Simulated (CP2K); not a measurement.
HPbNO4:

```
CELL_PARAMETERS angstrom
4.27531 0.00000 0.00000
-2.08455 5.20776 0.00000
-2.11628 -1.90928 4.90140
ATOMIC_POSITIONS crystal
H 0.99073 0.03330 0.90994
Pb 0.50274 0.81989 0.14287
N 0.00838 0.47408 0.50265
O 0.99816 0.92741 0.02877
O 0.19467 0.73435 0.60852
O 0.81673 0.35882 0.24556
O 0.01381 0.33121 0.65217
```

The cell was built by a generator and needn't be a form met in nature.

| Item | Value |
| --- | --- |
| Program | CP2K 2026.2 |
| Task | single point |
| Functional | PBE |
| Potentials or basis | POTENTIAL_UZH H GTH-PBE-q1, Pb GTH-PBE-q4, N GTH-PBE-q5, O GTH-PBE-q6; TZVP-MOLOPT-PBE-GTH basis |
| Density cutoff | 8163 eV |
| k mesh | 8 × 6 × 6 |
| Occupations | fermi-dirac, width 0.05 eV |
| Spin | no spin polarisation |

On this cell: pressure 1.6 GPa; largest force 0.547 eV/Å; band gap on the k mesh 2.78 eV, indirect (least direct gap 3.14 eV).

The same run follows on a disturbed copy (atoms moved at random, drawn with an rms of 0.05 Å):

```
H Pb N O
1.0
     4.27531    0.00000    0.00000
    -2.08455    5.20776    0.00000
    -2.11628   -1.90928    4.90140
H Pb N O
1 1 1 4
Direct
  0.97723 0.02800 0.91579
  0.49736 0.81385 0.14730
  0.02169 0.47845 0.50307
  0.99572 0.92002 0.02478
  0.17696 0.72371 0.60796
  0.82352 0.36669 0.24507
  0.99775 0.32701 0.64938
```

Task: What changes?

Result: The energy moves by +39.9 meV/atom; pressure 4.2 GPa; largest force 4.759 eV/Å; band gap on the k mesh 2.88 eV, indirect (least direct gap 3.27 eV).

Forces in eV/Å, atoms in the order of the input:
```
H    0.020  1.661 -1.101
Pb   0.125  0.021  0.118
N   -1.711 -3.772 -1.180
O   -0.205 -1.592  1.071
O    0.537  4.253  2.067
O    0.601 -0.396 -0.909
O    0.653 -0.166 -0.061
```

Stress tensor (GPa, compression positive):
```
 0.00 -0.55 -0.24
-0.55  8.29  1.84
-0.24  1.84  4.17
```

Caveats: spin-orbit coupling is left out, which as a rule narrows the gap of such compounds by several tenths of an eV; the basis of atomic orbitals isn't converged, which shifts pressures, moduli and gaps.

A k mesh can miss the band edges.
